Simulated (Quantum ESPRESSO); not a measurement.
**MnPt2 under changes of volume**

One of the cells (15.408 Å³/atom); the others are scaled copies at fixed shape and fractional positions:

```
Pt Mn
1.0
     2.85840    0.00000    0.00000
    -1.42920    2.47545    0.00000
     0.00000    0.00000    6.53250
Pt Mn
2 1
Direct
  0.66667 0.33333 0.31621
  0.33333 0.66667 0.68379
  0.00000 0.00000 0.00000
```

The cell comes from a database or a generator and needn't be the stable form of this composition.

```yaml
Program: Quantum ESPRESSO 7.5
Functional: PBE
Potentials_or_basis: SSSP 1.3 efficiency PBE
Cutoff: 884 eV
Density_cutoff: 10612 eV
k_mesh: 11 × 11 × 4
Occupations: fermi-dirac, width 0.05 eV
Spin: collinear spin, ferromagnetic start
Starting_moments: "[0.0, 0.0, 4.0] μB"
```

```csv
volume (Å³/atom),energy over the lowest point (meV/atom),pressure (GPa),moment (μB per cell)
14.483,31.88,11.4,4.28
14.791,13.36,6.9,4.42
15.099,?,?,?
15.408,0.00,-0.9,4.58
15.716,4.13,-4.3,4.63
16.024,14.53,-7.4,4.67
16.332,30.54,-10.1,4.70
```

**Question.** What does the run at 15.099 Å³/atom give?

**Answer.** Energy over the lowest point 2.87 meV/atom; pressure 2.9 GPa; moment 4.51 μB per cell.

Worked out: A Birch-Murnaghan fit of order 3 (a polynomial in V^(-2/3)) to the other rows has its minimum at 15.38 Å³/atom with B0 = V·E''(V) = 180 GPa and B' = 3.4 at fixed shape and positions, which overstates the stiffness. It gives 2.93 meV/atom at 15.099 Å³/atom, against the run's 2.87, and -dE/dV = 3.4 GPa, against 2.9. A parabola through the other rows of the moment, of slope 0.282 μB per Å³/atom there, gives 4.50 μB, against the run's 4.51.

Energies are extrapolated to zero smearing.
